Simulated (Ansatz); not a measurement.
# Ti (Titanium): the cost of one run

Program: Ansatz 0.2.0. Level of theory: DFT PBEsol, frozen-core PAW, scalar-relativistic unless said. These are calculated values, not measurements.

## 1. The structure to begin with

It takes space group P6_3/mmc (No. 194, hexagonal). Conventional cell: a = 2.950 Å, b = 2.950 Å, c = 4.680 Å, α = 90.00°, β = 90.00°, γ = 120.00°. Around Ti (site symmetry -6m2) lie 12 Ti at 2.89 to 2.95 Å.

Coordinates:

```
Ti
1.0
     2.95000    0.00000    0.00000
    -1.47500    2.55477    0.00000
     0.00000    0.00000    4.68000
Ti
2
Direct
  0.33333 0.66667 0.25000
  0.66667 0.33333 0.75000
```

Cartesian axes are those of the input's lattice vectors. The structure goes back to a database entry.

## 2. Cell and atoms relaxed, PAW

Contents of input.yaml:

```yaml
crystal:
  lattice:
    - [2.95000000002, 0.0, 0.0]
    - [-1.47500000001, 2.55477494118, 0.0]
    - [0.0, 0.0, 4.68]
  atoms:
    - { symbol: Ti, position: [0.333333333333, 0.666666666667, 0.25] }
    - { symbol: Ti, position: [0.666666666667, 0.333333333333, 0.75] }
kpoints:
  mp_grid: { grid: [18, 18, 10] }
scf:
  occupations: { method: fermi_dirac, width: 0.08 }
hamiltonian:
  xc: pbesol
  pseudopotentials: { kind: paw }
relax:
  f_tol: 0.002
  max_steps: 80
  cell: {}
output:
  forces: true
  stress: true
  write_density: true
  write_potential: true
  elf: true
  volumetric_format: npy
```

The run is started by

```console
ansatz run input.yaml --threads 1 --pin off --max-ram 3072MiB --backend cpu --events-out ev --progress --plain --runs-dir out
```

**Question.** How long does this run take on 1 thread of Arm Neoverse V2, shared host, and how much memory does it need?

About 33 s, with a peak of 0.4 GiB.
